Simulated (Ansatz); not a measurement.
# EuMg2Sb2: the cost of one run

Computed with Ansatz 0.2.0 (reference: DFT r2SCAN+U, plane waves, PAW, scalar-relativistic, collinear spin, unless a step's input says otherwise).

## 1. The system as given

It takes space group P1 (No. 1, triclinic). The conventional cell has a = 4.518 Å, b = 4.651 Å, c = 7.548 Å, α = 90.73°, β = 90.44°, γ = 118.22°. Mg (site symmetry 1) has 1 Sb at 2.56 Å as nearest neighbours. Mg (site symmetry 1) is surrounded by 2 Sb at 2.63 to 2.91 Å. Sb (site symmetry 1) has 4 Mg at 2.56 to 3.13 Å and 2 Eu at 2.97 to 3.11 Å as nearest neighbours. Around Sb (site symmetry 1) lie 1 Mg at 2.63 Å and 2 Eu at 2.78 to 2.89 Å. Around Eu (site symmetry 1) lie 4 Sb at 2.78 to 3.11 Å.

As a file:

```
Mg Sb Eu
1.0
     4.51762    0.03347    0.01713
    -2.22982    4.08192    0.02917
     0.02819    0.07170    7.54801
Mg Sb Eu
2 2 1
Direct
  0.32889 0.67655 0.61204
  0.64244 0.29488 0.37145
  0.62887 0.23551 0.75568
  0.39997 0.76280 0.18121
  0.04570 0.02773 0.00317
```

## 2. Baseline

File input.yaml:

```yaml
crystal:
  lattice:
    - [4.517622, 0.033471, 0.017133]
    - [-2.229825, 4.081923, 0.029175]
    - [0.028186, 0.071697, 7.548008]
  atoms:
    - { symbol: Mg, position: [0.328895, 0.676551, 0.61204] }
    - { symbol: Mg, position: [0.642442, 0.294883, 0.371448] }
    - { symbol: Sb, position: [0.628865, 0.235507, 0.755677] }
    - { symbol: Sb, position: [0.399968, 0.762804, 0.181212] }
    - { symbol: Eu, position: [0.045696, 0.027727, 0.003168], spin: 6.8 }
kpoints:
  mp_grid: { grid: [5, 5, 3], shift: [0.5, 0.5, 0.5] }
magnetization:
  spin_polarized: true
scf:
  occupations: { method: fermi_dirac, width: 0.0778 }
hamiltonian:
  pseudopotentials: { kind: paw }
  xc: r2scan
  hubbard:
    projectors: all-electron-ortho-atomic
    sites: [{ species: Eu, l: f, u_eff: 2.64 }]
basis:
  ecutwfc: 500
output:
  forces: true
  stress: true
  eigenvalues: true
  write_density: true
  write_potential: true
  elf: true
  volumetric_format: npy
```

On the command line:

```
> ansatz run input.yaml --threads 1 --pin off --max-ram 2560MiB --backend cpu --events-out ev --progress --plain --runs-dir out
```

**Question.** How long does this run take on 1 thread of Intel Xeon 6975P-C (Granite Rapids), shared host, and how much memory does it need?

About 1.9 min, with a peak of 1.2 GiB.
